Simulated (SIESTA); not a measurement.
Crystal: ZrB.

```
Zr B
1.0
     0.00000    2.32500    2.32500
     2.32500    0.00000    2.32500
     2.32500    2.32500    0.00000
Zr B
1 1
Cartesian
  0.0000 0.0000 0.0000
  2.3250 2.3250 2.3250
```

Base run:

* Program: SIESTA 5.4.2
* Functional: PBEsol
* Potentials or basis: PseudoDojo 0.4 standard (PBEsol files)
* Basis: DZP (energy shift 0.003 Ry; two zetas on semicore shells)
* Grid cutoff: 800 Ry
* Energy shift: 0.003 Ry
* k mesh: 10 × 10 × 10
* Occupations: fermi-dirac, width 0.05 eV
* Spin: no spin polarisation

Its results: band gap on the k mesh none (metal or under the smearing width); pressure 30.4 GPa.

After a change of settings the same cell gave: band gap on the k mesh none (metal or under the smearing width); pressure 31.3 GPa. Which change was it?
A. functional from PBEsol to BLYP; potentials or basis from PseudoDojo 0.4 standard (PBEsol files) to PseudoDojo 0.4 standard (PBE files)
B. functional from PBEsol to AM05
C. functional from PBEsol to PBE; potentials or basis from PseudoDojo 0.4 standard (PBEsol files) to PseudoDojo 0.4 standard (PBE files)
D. functional from PBEsol to WC

D.

Caveats: a pressure of tens of GPa on the cell as given is suspect, and the run, the potentials or the cell itself is likely at fault; the basis of atomic orbitals isn't converged, which shifts pressures, moduli and gaps; the potentials were made for another functional, which shifts forces and pressure (some runs).

Not every run made on this cell is shown here.
